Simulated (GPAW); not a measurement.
Runs of GPAW 26.7.0 on AgAu3. It takes space group Pm-3m (No. 221, cubic). Conventional cell: a = 4.122 Å, b = 4.122 Å, c = 4.122 Å, α = 90.00°, β = 90.00°, γ = 90.00°. Around Au (site symmetry 4/mmm) lie 8 Au at 2.91 Å and 4 Ag at 2.91 Å. Ag (site symmetry m-3m) has 12 Au at 2.91 Å as nearest neighbours. The cell comes from a database or a generator and needn't be the stable form of this composition.

```tsv
level	gap on the mesh (eV)	pressure (GPa)	relaxed volume (Å³/atom)
PBEsol+D3(BJ)	none	-0.2	(b)
PBEsol	none	0.0	17.06
PBEsol+D3	none	-0.1	16.56
PBEsol+D3(BJ)+ATM	none	-0.1	16.63
PBEsol+D4	none	-0.1	(a)
```

Alike in all rows: task relaxation of cell and atoms; potentials or basis PAW data sets generated in the run's folder for this functional, pw; no spin polarisation; cell relaxed; k mesh 7 × 7 × 7; cutoff (eV) 600; smearing fermi-dirac 0.05 eV.

Task: Fill in the values left out.

Result: (a) 16.72; (b) 16.48.

Caveats: with this Au data set, volumes or pressures lay over 1.5 % or 2 GPa off other programs in two to four cells of ten; later steps reuse the first step's grids; pairwise dispersion overbinds metals, which lowers pressure and volume (some runs).

A k mesh can miss the band edges, and the runs leave out spin-orbit coupling on Ag, Au.

A gap of «none» marks a metal or a gap under the smearing width.
